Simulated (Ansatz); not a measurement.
# CHBO₂S: up Jacob's ladder to CCSD(T)

One table from this session's results is given with a row withheld; the runs are named, their logs left out.

The runs use Ansatz 0.2.0, Gaussian basis; functionals in def2-TZVPP, the program's frozen cores in correlated methods.

Levels to be run: LDA (SPW92), PBE-D4, revPBE-D4, BLYP-D4, r2SCAN-D4, B97M-V, PBE0-D4, B3LYP-D4, r2SCANh-D4, r2SCAN0-D4, HSE06-D4, BHLYP-D4, CAM-B3LYP-D4, LC-ωPBE, ωB97X-V, ωB97M-V, B2PLYP, PBE-QIDH; CCSD(T)/def2-SVP; CCSD(T)/def2-TZVPP; MP2/def2-QZVPP; extrapolation to the limit; RPA on PBE.

**Structure used throughout**

All runs share one geometry, relaxed beforehand with PBE0-D4 in a triple-zeta def2 set.

6 atoms, charge 0, spin multiplicity 1.

Atoms are counted from 1 here; the program's logs count them from 0.

Bond lengths: O1–C2 1.122 Å, O3–B4 1.206 Å, B4–S5 1.765 Å, S5–H6 1.347 Å. Angles: O3–B4–S5 179.5°, B4–S5–H6 92.6°.

The first run:

Input file in.yaml:

```yaml
crystal:
  periodic: [false, false, false]
  atoms:
    - {symbol: O, position_ang: [1.622709, -2.408538, 1.254376]}
    - {symbol: C, position_ang: [1.342609, -1.371234, 0.930806]}
    - {symbol: O, position_ang: [-1.514539, -0.723506, -0.697132]}
    - {symbol: B, position_ang: [-0.839711, 0.256917, -0.503007]}
    - {symbol: S, position_ang: [0.157363, 1.683484, -0.212547]}
    - {symbol: H, position_ang: [-0.726431, 2.498777, -0.818696]}
basis:
  gaussian: {orbitals: def2-TZVPP}
hamiltonian: {xc: lda}
output: {orbitals: {seedname: orbitals}}
```

Among the steps run: LDA; PBE-D4 (GGA); revPBE-D4 (GGA); BLYP-D4 (GGA); r2SCAN-D4 (meta-GGA); B97M-V (meta-GGA); PBE0-D4 (hybrid); B3LYP-D4 (hybrid); r2SCANh-D4 (hybrid); r2SCAN0-D4 (hybrid); HSE06-D4 (hybrid); BHLYP-D4 (hybrid); CAM-B3LYP-D4 (range-separated); LC-ωPBE (range-separated); ωB97X-V (range-separated); ωB97M-V (range-separated); B2PLYP (double hybrid); PBE-QIDH (double hybrid).

One table of the session follows, with a row left open; its other results are not shown here.

It belongs to the step «Frontier levels by functional». 

```
  functional  HOMO (eV)  gap (eV)
 LDA (SPW92)      -7.34      4.96
      PBE-D4      -7.19      5.10
   revPBE-D4      -7.13      5.16
     BLYP-D4      -7.03      5.03
   r2SCAN-D4      -7.51      5.68
      B97M-V      -7.56      5.87
     PBE0-D4      -8.53      7.65
    B3LYP-D4          ?         ?
  r2SCANh-D4      -8.00      6.63
  r2SCAN0-D4      -8.74      8.02
    HSE06-D4      -8.12      6.85
    BHLYP-D4      -9.72     10.01
CAM-B3LYP-D4      -9.87     10.17
     LC-ωPBE     -11.27     12.92
     ωB97X-V     -10.89     12.41
     ωB97M-V     -10.73     12.08
```

**Question.** Estimate the row for B3LYP-D4.

Worked estimate for «HOMO (eV)». Against the share of exact exchange, BLYP-D4 (0, -7.03), BHLYP-D4 (0.5, -9.72) give a slope of -5.38 per unit share; at 0.2 the line stands at -8.11.

**Answer.** HOMO (eV): -8.26; gap (eV): 7.06. In «HOMO (eV)» the line misses by +0.15.
